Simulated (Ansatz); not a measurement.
# CH9BGeSi: one species, many methods

Aim: compute CH9BGeSi with functionals from several rungs and with coupled cluster, and see how far each lands from CCSD(T) at the basis-set limit for the atomisation energy.

Program: Ansatz 0.2.0, Gaussian basis. Level of theory: functionals in def2-TZVPP, the program's frozen cores in correlated methods. These are calculated values, not measurements.

The runs, in order: PBE-D4, r2SCAN-D4, PBE0-D4, B3LYP-D4, ωB97X-V, ωB97M-V, B2PLYP; CCSD(T)/def2-TZVPP; MP2/def2-QZVPP; extrapolation to the limit.

## (1) The geometry

The geometry comes from an earlier relaxation with PBE0-D4 in a triple-zeta def2 set; it is a stationary point, not always the lowest conformer.

SMILES `B[CH2][GeH2][SiH3]`, 13 atoms, charge 0, spin multiplicity 1.

Atoms are counted from 1 here; the program's logs count them from 0.

Bond lengths: B1–C2 1.517 Å, B1–H5 1.200 Å, B1–H6 1.200 Å, C2–Ge3 2.022 Å, C2–H7 1.089 Å, C2–H8 1.089 Å, Ge3–Si4 2.391 Å, Ge3–H9 1.539 Å, Ge3–H10 1.537 Å, Si4–H11 1.485 Å, Si4–H12 1.488 Å, Si4–H13 1.484 Å. Angles: C2–B1–H5 120.4°, C2–B1–H6 120.7°, H5–B1–H6 118.6°, B1–C2–Ge3 92.7°, B1–C2–H7 119.2°, B1–C2–H8 118.6°, Ge3–C2–H7 104.3°, Ge3–C2–H8 105.4°, H7–C2–H8 112.2°, C2–Ge3–Si4 115.2°, C2–Ge3–H9 106.1°, C2–Ge3–H10 107.8°, Si4–Ge3–H9 108.1°, Si4–Ge3–H10 110.0°, H9–Ge3–H10 109.4°, Ge3–Si4–H11 110.0°, Ge3–Si4–H12 107.7°, Ge3–Si4–H13 111.7° and more.

## (2) PBE-D4 (GGA)

in.yaml reads:

```yaml
crystal:
  periodic: [false, false, false]
  atoms:
    - {symbol: B, position_ang: [-1.503646, 0.530021, 0.487230]}
    - {symbol: C, position_ang: [-1.040717, -0.694133, 1.255272]}
    - {symbol: Ge, position_ang: [0.835980, -0.569940, 0.513340]}
    - {symbol: Si, position_ang: [1.026371, 0.540814, -1.595031]}
    - {symbol: H, position_ang: [-1.960810, 0.417520, -0.616918]}
    - {symbol: H, position_ang: [-1.318776, 1.632234, 0.922986]}
    - {symbol: H, position_ang: [-0.908843, -0.625070, 2.334233]}
    - {symbol: H, position_ang: [-1.408785, -1.671924, 0.948316]}
    - {symbol: H, position_ang: [1.320328, -2.019820, 0.334463]}
    - {symbol: H, position_ang: [1.711065, 0.136331, 1.561402]}
    - {symbol: H, position_ang: [0.252524, -0.193898, -2.628403]}
    - {symbol: H, position_ang: [2.463735, 0.537918, -1.980952]}
    - {symbol: H, position_ang: [0.551973, 1.945447, -1.521236]}
basis:
  gaussian: {orbitals: def2-TZVPP}
hamiltonian: {xc: pbe, dispersion: d4}
output: {forces: true, orbitals: {seedname: orbitals}}
```

The run is started by

```console
> ansatz run in.yaml --threads 4 --pin off --events-out ev --progress --plain --max-ram 10444MiB
```

Further steps of the session: r2SCAN-D4 (meta-GGA); PBE0-D4 (hybrid); B3LYP-D4 (hybrid); ωB97X-V (range-separated); ωB97M-V (range-separated); B2PLYP (double hybrid); CCSD(T) in def2-TZVPP; MP2 in def2-QZVPP.

**Question.** What will the summary of the whole plan be? Wanted: atomisation energy, CCSD(T)/CBS; farthest; mean size of error, hybrid; mean size of error, range-separated; gap, smallest and largest; T1 diagnostic; triples share of the correlation energy.

As calculated:

| quantity | value |
| --- | --- |
| atomisation energy, CCSD(T)/CBS | 4136.9 kJ/mol |
| functionals within 41.4 kJ/mol (1.0 %) | PBE-D4, r2SCAN-D4, PBE0-D4, B3LYP-D4, ωB97X-V, ωB97M-V |
| farthest | B2PLYP (-52.9 kJ/mol) |
| mean size of error, hybrid | 10.8 kJ/mol |
| mean size of error, range-separated | 11.9 kJ/mol |
| gap, smallest and largest | 5.12 eV (PBE-D4), 11.44 eV (ωB97X-V) |
| T1 diagnostic | 0.0118 |
| triples share of the correlation energy | 3.6 % |

In words: PBE-D4 misses by -8.7 kJ/mol. Double hybrids carry the basis error of their MP2 part in triple zeta, and no dispersion term here, so their miss is partly the set-up's. Misses under about 41.4 kJ/mol are within the doubt on the reference itself, which lacks core-valence correlation, relativity and higher excitations, and its outer-core shells are covered unevenly. Hartree-Fock recovers 77 % of the binding; the rest is correlation. The gap grows from 5.1 to 11.4 eV across the functionals, mostly with the share of exact exchange. Correlated methods include outer-core shells of Ge, which these sets cover unevenly.
